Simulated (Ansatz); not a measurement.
# TiO+ (quartet): wave-function methods side by side, def2-TZVPP

An exercise on one series of results from a longer session: the logs are not shown, and one member is left open.

Program: Ansatz 0.2.0, Gaussian basis. Level of theory: def2-TZVPP, core rule «outside noble gas», up to 10 orbitals frozen. These are calculated values, not measurements.

Plan: UHF; ROHF; CCSD(T) on UHF.

2 further runs of the same task are left out: 2 set aside as unsound or not needed.

## The geometry

The geometry is a PBE0/def2-TZVP stationary point (not a proven minimum) of the parent state, kept for this charge and spin.

2 atoms, charge 1, spin multiplicity 4.

Atoms are counted from 1 here; the program's logs count them from 0.

Bond lengths: Ti1–O2 1.599 Å.

Set-up of the first run:

File in.yaml:

```yaml
crystal:
  periodic: [false, false, false]
  atoms:
    - {symbol: Ti, position_ang: [0.000000, 0.000000, 0.000000]}
    - {symbol: O, position_ang: [0.000000, 0.000000, 1.599408]}
basis:
  gaussian: {orbitals: def2-TZVPP}
total_charge: 1
magnetization: {spin_polarized: true, initial_magnetization: 3}
hamiltonian: {xc: hf}
output: {orbitals: {seedname: orbitals}}
```

On the command line:

```bash
> ansatz run in.yaml --threads 1 --pin off --events-out ev --progress --plain --max-ram 2816MiB --backend cpu
```

Steps of the session up to this table: UHF; ROHF; CCSD(T) on UHF.

One table of the session follows, with a row left open; its other results are not shown here.

| method | from UCCSD(T) (kcal/mol) |
| --- | --- |
| ROHF | +167.75 |
| UMP2 | ? |
| UCCSD | +7.42 |
| UCCSD(T) | 0 |

Q: Estimate the row for UMP2 from the others.

The run gave: from UCCSD(T) (kcal/mol): +17.67. In the column «from UCCSD(T) (kcal/mol)» it lies between UCCSD (+7.42) and ROHF (+167.75).

Left out of the table: UHF (another determinant or state than the rows shown).

Caveats from the session: Warnings: coupled cluster took another determinant than the lowest.
